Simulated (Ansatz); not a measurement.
# TiSi16: the cost of one run

Method: DFT PBE+D3(BJ), plane waves, PAW, scalar-relativistic, no spin polarisation, in Ansatz 0.2.0.

### 1 The structure to begin with

The cell holds 17 atoms (Si16Ti): a = 7.679 Å, b = 7.679 Å, c = 7.679 Å, α = 60.00°, β = 60.00°, γ = 60.00°.

Its coordinates follow in the input file.

### 2 Preparing the start

Input file input.yaml:

```yaml
accuracy: low
crystal:
  lattice:
    - [0.0, 5.43, 5.43]
    - [5.43, 0.0, 5.43]
    - [5.43, 5.43, 0.0]
  atoms:
    - { symbol: Si, position: [0.0, 0.0, 0.0] }
    - { symbol: Si, position: [0.125, 0.125, 0.125] }
    - { symbol: Si, position: [0.0, 0.0, 0.5] }
    - { symbol: Si, position: [0.125, 0.125, 0.625] }
    - { symbol: Si, position: [0.0, 0.5, 0.0] }
    - { symbol: Si, position: [0.125, 0.625, 0.125] }
    - { symbol: Si, position: [0.0, 0.5, 0.5] }
    - { symbol: Si, position: [0.125, 0.625, 0.625] }
    - { symbol: Si, position: [0.5, 0.0, 0.0] }
    - { symbol: Si, position: [0.625, 0.125, 0.125] }
    - { symbol: Si, position: [0.5, 0.0, 0.5] }
    - { symbol: Si, position: [0.625, 0.125, 0.625] }
    - { symbol: Si, position: [0.5, 0.5, 0.0] }
    - { symbol: Si, position: [0.625, 0.625, 0.125] }
    - { symbol: Si, position: [0.5, 0.5, 0.5] }
    - { symbol: Si, position: [0.625, 0.625, 0.625] }
    - { symbol: Ti, position: [0.8738977, 0.8709731, 0.8762139] }
basis:
  ecutwfc: 420.0
kpoints:
  mp_grid: { grid: [2, 2, 2] }
hamiltonian:
  xc: pbe
  dispersion: d3bj
  pseudopotentials: { kind: paw, azcp: { folder: soft_1 } }
scf:
  occupations: { method: fermi_dirac, width: 0.05 }
  lower_state_search: "off"
relax:
  f_tol: 0.08
  max_steps: 25
  adjacent_minimum: "off"
```

The run is started by

```console
ansatz run input.yaml --threads 1 --pin off --max-ram 3072MiB --backend cpu --events-out ev --progress --plain --runs-dir out
```

**Question.** How long does this run take on 1 thread of Intel Xeon at 2.50GHz (Skylake/Cascade Lake), shared host, and how much memory does it need?

About 39 s, with a peak of 0.58 GiB.
